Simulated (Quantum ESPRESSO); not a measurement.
MoSe:

```
Mo Se
1.0
     3.50023    0.00000    0.00000
     0.00000    3.50023    0.00000
     0.00000    0.00000    3.50023
Mo Se
1 1
Direct
  0.00000 0.00000 0.00000
  0.50000 0.50000 0.50000
```

The cell was built by a generator and needn't be a form met in nature.

Base run:

* Program: Quantum ESPRESSO 7.5
* Functional: LDA
* Potentials or basis: SSSP 1.3 efficiency PBE
* Cutoff: 816 eV
* Density cutoff: 5987 eV
* k mesh: 8 × 8 × 8
* Occupations: fermi-dirac, width 0.05 eV
* Spin: no spin polarisation

Its results: band gap on the k mesh none (metal or under the smearing width); pressure -32.2 GPa.

Problem. The run is repeated on the same cell with these changes: hubbard terms from none to Mo d U = 6 eV. What comes out?

Solution. Band gap on the k mesh none (metal or under the smearing width); pressure -26.0 GPa.

Caveats: the potentials were made for another functional, which shifts forces and pressure; a pressure of tens of GPa on the cell as given is suspect, and the run, the potentials or the cell itself is likely at fault (some runs); U without spin polarisation on a metal has little footing (some runs).
